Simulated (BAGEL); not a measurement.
# C2H4AlFO (SMILES C=C[O][AlH][F]): HF/3-21G (density fitting with qzvpp-jkfit)

What is the energy change on altering one bond length of C2H4AlFO at HF/3-21G (density fitting with qzvpp-jkfit)? 

Program for the calculation: BAGEL 1.2.2.

30 further runs of the same task are left out: 30 set aside as unsound or not needed.

### 1 The system as given

C2H4AlFO has 9 atoms, charge 0, and is taken as a singlet. SMILES: `C=C[O][AlH][F]`. The shape is that of a PBE0-D4/def2-TZVP optimisation. This is one conformer, not always the lowest.

Bond lengths: C1–C2 1.325 Å, C2–O3 1.346 Å, O3–Al4 1.684 Å, Al4–F5 1.640 Å, C1–H6 1.083 Å, C1–H7 1.081 Å, C2–H8 1.090 Å, Al4–H9 1.565 Å. Angles: C1–C2–O3 123.2°, C2–O3–Al4 137.8°, O3–Al4–F5 116.4°, C1–C2–H8 121.1°, O3–C2–H8 115.7°, C2–C1–H6 121.4°, C2–C1–H7 119.7°, O3–Al4–H9 123.2°, F5–Al4–H9 120.5°, H6–C1–H7 119.0°.

### 2 The energy at HF/3-21G (density fitting with qzvpp-jkfit)

job.json reads:

```json
{ "bagel": [

{
  "title": "molecule",
  "basis": "3-21g",
  "df_basis": "qzvpp-jkfit",
  "angstrom": true,
  "geometry": [
    { "atom": "C", "xyz": [   -1.562000,   -0.360100,    1.103900 ] },
    { "atom": "C", "xyz": [   -0.728000,   -0.312900,    0.075500 ] },
    { "atom": "O", "xyz": [    0.490300,    0.256500,    0.139600 ] },
    { "atom": "Al", "xyz": [    1.800800,    0.519300,   -0.884800 ] },
    { "atom": "F", "xyz": [    3.087600,    1.301600,   -0.235000 ] },
    { "atom": "H", "xyz": [   -1.297700,    0.065300,    2.064100 ] },
    { "atom": "H", "xyz": [   -2.527700,   -0.832200,    0.988500 ] },
    { "atom": "H", "xyz": [   -0.999000,   -0.743100,   -0.888800 ] },
    { "atom": "H", "xyz": [    1.824300,    0.059200,   -2.380300 ] }
  ]
},
{
  "title": "hf"
},
{
  "title": "print",
  "file": "orbitals.molden",
  "orbitals": true
}

]}
```

Command:

```bash
$ BAGEL_NUM_THREADS=1 BAGEL job.json > job.out
```

Output:

```text
* using 1 threads per process

  ===============================================================
  ===============================================================

  *** Geometry ***

  { "atom" : "C", "xyz" : [     -2.951752,     -0.680490,      2.086069 ] },
  { "atom" : "C", "xyz" : [     -1.375721,     -0.591295,      0.142674 ] },
  { "atom" : "O", "xyz" : [      0.926533,      0.484715,      0.263806 ] },
  { "atom" : "Al", "xyz" : [      3.403019,      0.981335,     -1.672030 ] },
  { "atom" : "F", "xyz" : [      5.834718,      2.459668,     -0.444086 ] },
  { "atom" : "H", "xyz" : [     -2.452298,      0.123399,      3.900584 ] },
  { "atom" : "H", "xyz" : [     -4.776661,     -1.572630,      1.867994 ] },
  { "atom" : "H", "xyz" : [     -1.887836,     -1.404255,     -1.679589 ] },
  { "atom" : "H", "xyz" : [      3.447427,      0.111872,     -4.498115 ] },

  Number of auxiliary basis functions:      504

  Since a DF basis is specified, we compute 2- and 3-index integrals:
    o Being stored without compression. Storage requirement is 0.013 GB

  Number of basis functions:       57
  Number of electrons      :       46

    * METHOD: MOLECULE                             0.20

  *** RHF ***

  === Nuclear Repulsion ===
   201.7230381558

      * DIIS with orbital gradients will be used.

  === RHF iteration (3-21g) ===
      0       -491.47167715          0.02810982           0.04
      1       -491.61877553          0.01635183           0.04
      2       -491.67483031          0.00167565           0.04
      3       -491.67587218          0.00054371           0.04
      4       -491.67596789          0.00014351           0.04
      5       -491.67597673          0.00004436           0.04
      6       -491.67597797          0.00002139           0.04
      7       -491.67597835          0.00000461           0.04
      8       -491.67597836          0.00000177           0.04
      9       -491.67597836          0.00000066           0.04
     10       -491.67597836          0.00000026           0.04
     11       -491.67597836          0.00000008           0.04
     12       -491.67597836          0.00000002           0.04
     13       -491.67597836          0.00000001           0.04
    * SCF iteration converged.

    * Permanent dipole moment:
           (    0.453325,     0.443503,     0.746649) a.u.

    * METHOD: HF                                   0.66

    * METHOD: PRINT                                0.01

  ===============================================================
```

Wall time 1 s (1 thread of Arm Neoverse V1, shared host); peak memory 0.092 GiB.

### 3 The distorted shape

hf.json reads:

```json
{ "bagel": [

{
  "title": "molecule",
  "basis": "3-21g",
  "df_basis": "qzvpp-jkfit",
  "angstrom": true,
  "geometry": [
    { "atom": "C", "xyz": [      -1.694140,      -0.572784,       0.623836 ] },
    { "atom": "C", "xyz": [      -0.860140,      -0.525584,      -0.404564 ] },
    { "atom": "O", "xyz": [       0.358160,       0.043816,      -0.340464 ] },
    { "atom": "Al", "xyz": [       1.668660,       0.306616,      -1.364864 ] },
    { "atom": "F", "xyz": [       2.955460,       1.088916,      -0.715064 ] },
    { "atom": "H", "xyz": [      -1.297700,       0.065300,       2.064100 ] },
    { "atom": "H", "xyz": [      -2.659840,      -1.044884,       0.508436 ] },
    { "atom": "H", "xyz": [      -1.131140,      -0.955784,      -1.368864 ] },
    { "atom": "H", "xyz": [       1.692160,      -0.153484,      -2.860364 ] }
  ]
},

{ "title": "hf" },

{ "title": "print", "file": "orbitals.molden", "orbitals": true }

]}
```

Command:

```bash
$ BAGEL_NUM_THREADS=1 BAGEL hf.json > hf.out
```

Output:

```text
* using 1 threads per process

  ===============================================================
  ===============================================================

  *** Geometry ***

  { "atom" : "C", "xyz" : [     -3.201461,     -1.082405,      1.178879 ] },
  { "atom" : "C", "xyz" : [     -1.625429,     -0.993210,     -0.764515 ] },
  { "atom" : "O", "xyz" : [      0.676824,      0.082800,     -0.643384 ] },
  { "atom" : "Al", "xyz" : [      3.153310,      0.579420,     -2.579219 ] },
  { "atom" : "F", "xyz" : [      5.585010,      2.057753,     -1.351275 ] },
  { "atom" : "H", "xyz" : [     -2.452298,      0.123399,      3.900584 ] },
  { "atom" : "H", "xyz" : [     -5.026369,     -1.974545,      0.960805 ] },
  { "atom" : "H", "xyz" : [     -2.137545,     -1.806170,     -2.586778 ] },
  { "atom" : "H", "xyz" : [      3.197719,     -0.290043,     -5.405305 ] },

  Number of auxiliary basis functions:      504

  Since a DF basis is specified, we compute 2- and 3-index integrals:
    o Being stored without compression. Storage requirement is 0.013 GB

  Number of basis functions:       57
  Number of electrons      :       46

    * METHOD: MOLECULE                             0.21

  *** RHF ***

  === Nuclear Repulsion ===
   200.1243604104

      * DIIS with orbital gradients will be used.

  === RHF iteration (3-21g) ===
      0       -491.37736202          0.02808498           0.04
      1       -491.52470412          0.01658757           0.04
      2       -491.58285030          0.00175272           0.04
      3       -491.58400099          0.00064301           0.04
      4       -491.58411552          0.00012554           0.04
      5       -491.58412186          0.00003366           0.04
      6       -491.58412232          0.00001303           0.04
      7       -491.58412242          0.00000218           0.04
      8       -491.58412242          0.00000081           0.04
      9       -491.58412242          0.00000032           0.04
     10       -491.58412242          0.00000010           0.04
     11       -491.58412242          0.00000006           0.04
     12       -491.58412242          0.00000001           0.04
     13       -491.58412242          0.00000001           0.04
    * SCF iteration converged.

    * Permanent dipole moment:
           (    0.478951,     0.495980,     0.874843) a.u.

    * METHOD: HF                                   0.74

    * METHOD: PRINT                                0.01

  ===============================================================
```

Wall time 1.1 s (1 thread of Arm Neoverse V1, shared host); peak memory 0.092 GiB.

### 4 Results

At HF/3-21G (density fitting with qzvpp-jkfit):

| quantity | value |
| --- | --- |
| first shape: total energy | -491.67598 Eh |
| first shape: dipole moment | 2.49 D |
| first shape: HOMO energy | -9.26 eV |
| first shape: LUMO energy | 2.10 eV |
| first shape: HOMO–LUMO gap | 11.36 eV |
| distorted shape: total energy | -491.58412 Eh |
| distorted shape: dipole moment | 2.83 D |
| distorted shape: HOMO energy | -9.41 eV |
| distorted shape: LUMO energy | 2.09 eV |
| distorted shape: HOMO–LUMO gap | 11.49 eV |
| energy change with the C1–H6 bond stretched from 1.083 to 1.624 Å | 2.500 eV |

**Reading.** With the C1–H6 bond stretched from 1.083 to 1.624 Å the energy rises by 2.50 eV (241 kJ/mol). The first shape isn't relaxed at this level, so the change isn't measured from a minimum.
